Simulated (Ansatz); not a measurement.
Crystal: GaF.

```
Ga F
1.0
     3.16592    0.00000    0.00000
     0.00000    3.16592    0.00000
     0.00000    0.00000    3.16592
Ga F
1 1
Direct
  0.00000 0.00000 0.00000
  0.50000 0.50000 0.50000
```

The cell was built by a generator and needn't be a form met in nature.

Base run:

```yaml
Program: Ansatz 0.2.0
Functional: HSE06
Potentials_or_basis: Ansatz PAW
Cutoff: "420 eV (not typed: the program's choice for these potentials)"
k_mesh: 5 × 5 × 5
Occupations: fermi-dirac, width 0.05 eV
Spin: no spin polarisation
```

Its results: band gap on the k mesh 2.86 eV, indirect (least direct gap 3.73 eV); pressure -0.6 GPa.

Question: The run is repeated on the same cell with these changes: functional from HSE06 to PBEsol. What comes out?

Answer: Band gap on the k mesh 2.28 eV, indirect (least direct gap 2.75 eV); pressure -3.9 GPa.

HSE06 gives the wider gap, since exact exchange removes part of the self-interaction.

Caveats: odd divisions of the mesh miss points on the zone boundary, where band edges often lie, so the gap on the mesh can be too wide; the PAW data sets come from PBE, with cores solved anew for the run's functional, which leaves a small shift of forces and pressure; the density of states is complete only up to the lowest level of the last band computed; the thresholds are loose for stress (some runs).

A k mesh can miss the band edges.
